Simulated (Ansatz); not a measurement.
Working through a geometry optimisation of C2H3NOSe, SMILES NC1=C(O)[Se]1

With Ansatz 0.2.0 through its Python package.

Run as a notebook:

```python
import itertools

import ansatz
from ase import Atoms
from ase.data import atomic_numbers, covalent_radii
import numpy as np
```

```python
atoms = Atoms(['N', 'C', 'C', 'O', 'Se', 'H', 'H', 'H'], positions=[
    (-1.0465, 1.0556, -0.3314),
    (0.1097, 0.3562, -0.455),
    (0.898, -0.7278, 0.0439),
    (1.1369, -1.741, 0.9836),
    (1.6744, 0.1352, -1.355),
    (-1.792, 0.8712, 0.3923),
    (-1.2579, 1.892, -0.9948),
    (0.3698, -1.8985, 1.6605),
])
molecule = ansatz.Crystal.molecule_from_ase(atoms)
```

```python
setup = (
    molecule.calculation()
    .basis(gaussian='def2-SVP')
    .functional('pbe')
)
symbols = [site.symbol for site in molecule.cartesian_sites]
start = np.array([site.position_ang for site in molecule.cartesian_sites], dtype=float)
def progress(event):
    if event['event'] == 'relax_step':
        row = event['data']
        print(f'step {row["step"]:3d}  E = {row["lagrangian_ev"]:.6f} eV  largest force component {row["allowed_force_max_ev_ang"]:.4f} eV/A')
```

```python
data = setup.relax(force_tolerance=0.005).session().plan().execute(on_event=progress).report
end = np.array(data['positions_ang'])
```

    step   1  E = -70976.883565 eV  largest force component 4.8813 eV/A
    step   2  E = -70977.963494 eV  largest force component 1.9154 eV/A
    step   3  E = -70978.170739 eV  largest force component 0.6700 eV/A
    step   4  E = -70978.192237 eV  largest force component 0.4172 eV/A
    step   5  E = -70978.155329 eV  largest force component 2.0765 eV/A
    step   6  E = -70978.235856 eV  largest force component 0.2768 eV/A
    step   7  E = -70978.267562 eV  largest force component 0.3241 eV/A
    step   8  E = -70978.301645 eV  largest force component 0.3043 eV/A
    step   9  E = -70978.273954 eV  largest force component 1.5338 eV/A
    step  10  E = -70978.325770 eV  largest force component 0.1695 eV/A
    step  11  E = -70978.352934 eV  largest force component 0.3190 eV/A
    step  12  E = -70978.398477 eV  largest force component 0.4971 eV/A
    step  13  E = -70978.534748 eV  largest force component 0.5066 eV/A
    step  14  E = -70978.575416 eV  largest force component 1.3017 eV/A
    step  15  E = -70978.545733 eV  largest force component 2.1048 eV/A
    step  16  E = -70978.663192 eV  largest force component 0.8817 eV/A
    step  17  E = -70978.732501 eV  largest force component 0.9854 eV/A
    step  18  E = -70978.822036 eV  largest force component 0.9437 eV/A
    step  19  E = -70978.864532 eV  largest force component 0.8159 eV/A
    step  20  E = -70978.922439 eV  largest force component 1.3251 eV/A
    step  21  E = -70978.892406 eV  largest force component 1.0204 eV/A
    step  22  E = -70978.989285 eV  largest force component 0.4112 eV/A
    step  23  E = -70979.013845 eV  largest force component 0.2215 eV/A
    step  24  E = -70979.024018 eV  largest force component 0.2467 eV/A
    step  25  E = -70979.032805 eV  largest force component 0.2795 eV/A
    step  26  E = -70979.039202 eV  largest force component 0.2750 eV/A
    step  27  E = -70979.042243 eV  largest force component 0.1727 eV/A
    step  28  E = -70979.043482 eV  largest force component 0.0897 eV/A
    step  29  E = -70979.043983 eV  largest force component 0.0486 eV/A
    step  30  E = -70979.044129 eV  largest force component 0.0129 eV/A
    step  31  E = -70979.044143 eV  largest force component 0.0056 eV/A
    step  32  E = -70979.044149 eV  largest force component 0.0021 eV/A

```python
print(f'E = {data["free_energy_ev"]:.6f} eV = {data["free_energy_ev"] / 27.211386246:.7f} Ha')
print('converged:', data['converged'], ' doubts:', data['published_state_doubts'] or 'none')
```

    E = -70979.044178 eV = -2608.4317622 Ha
    converged: True  doubts: none

```python
# pairs closer than 1.2 times the sum of covalent radii, before or after
radius = [covalent_radii[atomic_numbers[s]] for s in symbols]
span = lambda where, i, j: np.linalg.norm(where[i] - where[j])
bonded = [(i, j) for i, j in itertools.combinations(range(len(symbols)), 2) if min(span(start, i, j), span(end, i, j)) < 1.2 * (radius[i] + radius[j])]
print('pair        before    after (A)')
for i, j in bonded:
    print(f'{symbols[i]}{i}-{symbols[j]}{j}'.ljust(10), f'{span(start, i, j):8.4f} {span(end, i, j):8.4f}')
```

    pair        before    after (A)
    N0-C1        1.3569   1.3068
    N0-H5        1.0552   1.0400
    N0-H6        1.0883   1.0254
    C1-C2        1.4302   1.4268
    C1-Se4       1.8186   2.8085
    C2-O3        1.4024   1.3475
    C2-Se4       1.8178   1.8097
    O3-H7        1.0351   0.9854

Caveats:
- Total energies depend on the basis set; only differences at equal settings carry meaning.
- The end point is the stationary point reached from this start; no frequency run checks that it is a minimum, and the basis set is modest.
- The bonding changed during the relaxation, so the end is another isomer than the start names.
- Hardware and time: 2 min on 1 thread of Arm Neoverse V2, on a shared host, peak memory 0.22 GiB.
